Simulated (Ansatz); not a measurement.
Run this with Ansatz 0.2.0, Python API and show what comes out.

Script `torsion.py`:
```python
# -*- coding: utf-8 -*-
import warnings

import ansatz as az
from ase import Atoms

warnings.simplefilter("ignore", az.DeckWarning)

atoms = Atoms(["C", "Sn", "H", "H", "H", "H", "H", "H"], positions=[
    [1.1249, 0.3231, -0.0887],
    [-0.9463, -0.3318, 0.0794],
    [1.2506, 0.6313, -1.1724],
    [1.8476, -0.4199, 0.2228],
    [1.2179, 1.2579, 0.5193],
    [-2.0408, 0.9487, -0.4375],
    [-1.1335, -1.7422, -0.9225],
    [-1.2283, -0.7242, 1.7438],
])

first = (
    az.Crystal.molecule_from_ase(atoms).calculation()
    .basis(gaussian="def2-SVP")
    .functional("r2scan")
    .relax(force_tolerance=0.02, max_steps=80)
)
atoms.positions = first.run(threads=1).report["positions_ang"]

start = atoms.get_dihedral(5, 1, 0, 2)
energies = {}
for turn in range(0, 121, 20):
    turned = atoms.copy()
    turned.set_dihedral(5, 1, 0, 2, start + turn, indices=[0, 2, 3, 4])
    setup = (
        az.Crystal.molecule_from_ase(turned).calculation()
        .basis(gaussian="def2-SVP")
        .functional("r2scan")
    )
    energies[round((start + turn) % 360)] = setup.run(threads=1).report["free_energy_ev"]
floor = min(energies.values())
print("dihedral H5-Sn1-C0-H2 (deg)   E - E(min) (kJ/mol)")
for angle, e in sorted(energies.items()):
    print(f"{angle:8d} {96.485332 * (e - floor):14.3f}  " + "#" * int(30 * (e - floor) / max(max(energies.values()) - floor, 1e-9)))
```

```console
$ python torsion.py
dihedral H5-Sn1-C0-H2 (deg)   E - E(min) (kJ/mol)
       0          2.549  ##############################
      20          1.892  ######################
      40          0.617  #######
      60          0.000
     300          0.000
     320          0.650  #######
     340          1.925  ######################
```

The scan is rigid and the energies are electronic, in a modest basis. With rigid groups the curve can differ much from the relaxed path, the start wasn't checked as a minimum of this torsion, and equivalent turns needn't return to the same energy. def2 sets replace the cores of elements past krypton by effective core potentials. Wall time of the script: 32 s on 1 thread of Arm Neoverse V2, with other jobs on the host, peak memory 0.2 GiB.
